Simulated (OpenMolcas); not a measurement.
# Er²⁺ among point charges: CASSCF and CASPT2 levels and susceptibility

How does a field of 12 point charges split the states of Er²⁺, and what χT follows?

The numbers are computed with OpenMolcas 26.06 (state-averaged CASSCF and CASPT2, spin-orbit coupling by RASSI with atomic mean-field integrals), except any that are marked as measured or tabulated.

### 1 Starting point

| Item | Value |
| --- | --- |
| Species | Er²⁺ (erbium, Z = 68, 66 electrons) |
| Basis | ANO-RCC-VTZP [8s7p5d3f2g1h], 104 functions |
| Scalar Hamiltonian | DKH2, point nucleus |
| Inactive shells | 1s 2s 2p 3s 3p 3d 4s 4p 4d 5s 5p |
| Active space | 12 electrons in 7 orbitals (4f) |
| Some configurations of this space | 4f12 |
| Orbitals | optimised for the highest spin of each parity, averaged over all roots |

The outer shells:

4f12
```
4f [↑↓][↑↓][↑↓][↑↓][↑↓][↑ ][↑ ]
```

The ion sits among 12 point charges of -1 e arranged as a cuboctahedron (Oh), 2.79 Å from the ion.

The work runs as a chain of OpenMolcas steps in one folder; each step below is one input file. Labels, J, g values, rates, χT and fits are worked out afterwards by a script from the matrices that RASSI stores. The input lists half of the charges; inversion (Group=XYZ) makes the rest.

### 2 GATEWAY and SEWARD: basis and integrals

Contents of a.inp:

```
&GATEWAY
Coord
1

Er 0.0 0.0 0.0
Basis=ANO-RCC-VTZP
Group=XYZ
NoMove
AngMom=0.0 0.0 0.0
AMFI
XField
6 Angstrom 0
1.972828 1.972828 0.000000 -1.000000
1.972828 -1.972828 0.000000 -1.000000
0.000000 1.972828 1.972828 -1.000000
0.000000 1.972828 -1.972828 -1.000000
1.972828 0.000000 1.972828 -1.000000
1.972828 0.000000 -1.972828 -1.000000
&SEWARD
```

On the command line:

```console
$ OMP_NUM_THREADS=1 MOLCAS_MEM=2252 MOLCAS_PROJECT=a pymolcas a.inp > a.log
```

### 3 Reference wave functions, triplets of even parity, 21 roots

Contents of a.inp:

```
&RASSCF
FileOrb=start.orb
Symmetry=1
Spin=3
nActEl=12 0 0
Inactive=15 12
Ras2=0 7
CIRoot=21 21 1
SDav=21
CIMx=300
Iter=120 100
PrWF=0.3
OrbListing=Nothing
MaxOrb=0
>>> COPY $Project.JobIph JOB001
```

start.orb holds the contracted functions of the basis, ordered by shell, or the orbitals of the step before.

### 4 Reference wave functions, singlets of even parity, 28 roots

Contents of a.inp:

```
&RASSCF
FileOrb=start.orb
Symmetry=1
Spin=1
nActEl=12 0 0
Inactive=15 12
Ras2=0 7
CIRoot=28 28 1
SDav=28
CIMx=300
Iter=120 100
PrWF=0.3
OrbListing=Nothing
MaxOrb=0
CIOnly
>>> COPY $Project.JobIph JOB002
```

### 5 State interaction with spin-orbit coupling

Contents of a.inp:

```
&RASSI
NrOfJobIphs=2 21 27
1 2 3 4 5 6 7 8 9 10 11 12 13 14 15 16 17 18 19 20 21
1 2 3 4 5 6 7 8 9 10 11 12 13 14 15 16 17 18 19 20 21 22 23 24 25 26 27
IphNames
JOB001
JOB002
EJob
SpinOrbit
DIPRint=1.0
SOCoupling=1000.0
Subsets=2
Property=9
'ANGMOM' 1 'ANGMOM' 2 'ANGMOM' 3 'MLTPL  1' 1 'MLTPL  1' 2 'MLTPL  1' 3
'AMFI' 1 'AMFI' 2 'AMFI' 3
SOProperty=3
'ANGMOM' 1 'ANGMOM' 2 'ANGMOM' 3
```

### 6 CASPT2: IPEA 0.25, imaginary shift 0.1 (closed shells correlated: 5s 5p)

Contents of a.inp:

```
>>> COPY JOB001 $Project.JobIph
&CASPT2
Multistate=21 1 2 3 4 5 6 7 8 9 10 11 12 13 14 15 16 17 18 19 20 21
NoMult
Frozen=14 9
IPEA=0.25
Imaginary=0.1
MaxIter=60
WThr=0.0 0.3 0.05
PrWF=0.5
NoMix
>>> COPY JOB002 $Project.JobIph
&CASPT2
Multistate=27 1 2 3 4 5 6 7 8 9 10 11 12 13 14 15 16 17 18 19 20 21 22
23 24 25 26 27
NoMult
Frozen=14 9
IPEA=0.25
Imaginary=0.1
MaxIter=60
WThr=0.0 0.3 0.05
PrWF=0.5
NoMix
```

(Steps that only read results are left out.)

Q: Predict the outcome of this session. Wanted: spin-free ground state; first state of the same spin within the active space; lowest level; next level.

**Answer**, as computed:

| quantity | value |
| --- | --- |
| method | SS-CASPT2, IPEA 0.25, imaginary shift 0.1 (closed shells correlated: 5s 5p) |
| spin-free ground state | 3T1, 3-fold in its orbital part |
| first state of the same spin within the active space | 3T1 at 125 cm⁻¹ |
| lowest level | 2-fold E, g = 0.00, 0.00, 0.00 |
| next level | 12.5 cm⁻¹ |
| χT at 300 K | 7.12 cm³ K/mol |
| effective moment at 300 K | 7.55 μB |

Cost by method:

```csv
method,time of its own steps,time with the reference
A. CASSCF,7.9 s,7.9 s
"B. SS-CASPT2, IPEA 0.25, imaginary shift 0.1, +5s 5p",20 s,28 s
```

Times are of one thread on a shared host.

**Reading.** The spin-free ground state (3T1) comes to 100 % from free-ion H terms and keeps the highest spin of the shell. The singlets rest on orbitals optimised for another spin in at least one step, which raises them against the optimised states. Not all states of the active space went into the spin-orbit step. CASPT2 does not keep the components of a term degenerate, and the means are used. Point charges carry no covalency, so the field is a model and not that of real ligands.
